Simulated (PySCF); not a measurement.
# P²⁺: excitation energy in x2c-QZVPPall

Each state of phosphorus is computed at each level; their differences give the excitation energy. How far do the methods differ?

The numbers are computed with PySCF 2.14.0 (unrestricted determinants in a Gaussian basis, no spin-orbit coupling in the energies), except any that are marked as measured or tabulated.

## (1) What is computed

| Quantity | Value |
| --- | --- |
| Element | phosphorus (Z = 15) |
| Basis | x2c-QZVPPall (9s6p4d2f1g, 70 functions) |
| Hamiltonian | scalar relativity by spin-free X2C-1e |
| State 1 | P²⁺: [Ne] 3s1 3p2, high-spin 4P determinant (an excited configuration) |
| Needed too, but not shown | P²⁺ [Ne] 3s2 3p1 (2P) |
| Methods | CCSD(T) |
| Core shells frozen in the correlated runs | valence and next inner shell: 1s2 (for P²⁺) |

Outer shells as boxes (Hund's rule):

P2+ [Ne] 3s1 3p2
```
[Ne] core
3s [↑ ]
3p [↑ ][↑ ][  ]
```

One driver process ran all states and methods and kept the integrals in memory. Each run is shown as a PySCF script that sums up its settings (the driver passes frozen orbitals as a list and adds second-order terms of double hybrids); the logs are those of the runs themselves. The driver starts from symmetry-adapted Hartree-Fock orbitals, holds the occupation by maximum overlap and uses a logarithmic radial grid for functionals, so a plain start would take other cycles.

The integrals over 70 functions and the set-up took 0.27 s of CPU time.

## (2) P²⁺ [Ne] 3s1 3p2: CCSD(T) (valence and next inner shell)

Level: CCSD(T) (valence and next inner shell).

input.py

```python
from pyscf import gto, scf, dft, mp, cc
import basis_set_exchange as bse
mol = gto.M(atom="P 0 0 0", charge=2, spin=3, symmetry="D2h",
            basis=gto.basis.parse(bse.get_basis("x2c-QZVPPall", elements=["P"], fmt="nwchem")),
            nucmod="G")
mf = scf.UHF(mol).sfx2c1e()
mf.irrep_nelec = {'Ag': (3, 2), 'B1u': (2, 1), 'B2u': (2, 1), 'B3u': (1, 1)}
mf.kernel()
mycc = cc.CCSD(mf, frozen=1).run()
mycc.ccsd_t()
```

Q: Predict the outcome of this session.

As calculated:

```
                             quantity                                                       value
excitation energy, P²⁺ → [Ne] 3s1 3p2  UHF 5.512, CCSD(T) (valence and next inner shell) 7.050 eV
```

Accuracy by level (over 1 difference):

```
                                method  mean absolute miss against CCSD(T) (valence and next inner shell) (eV)
                                   UHF                                                                   1.537
    MP2 (valence and next inner shell)                                                                   0.289
SCS-MP2 (valence and next inner shell)                                                                   0.060
   CCSD (valence and next inner shell)                                                                   0.056
CCSD(T) (valence and next inner shell)                                                                   0.000
```

What this shows: The methods span 1.597 eV, from UHF (5.512) to SCS-MP2 (valence and next inner shell) (7.110). No reference value is at hand in this session. The basis is finite, and no extrapolation was made.
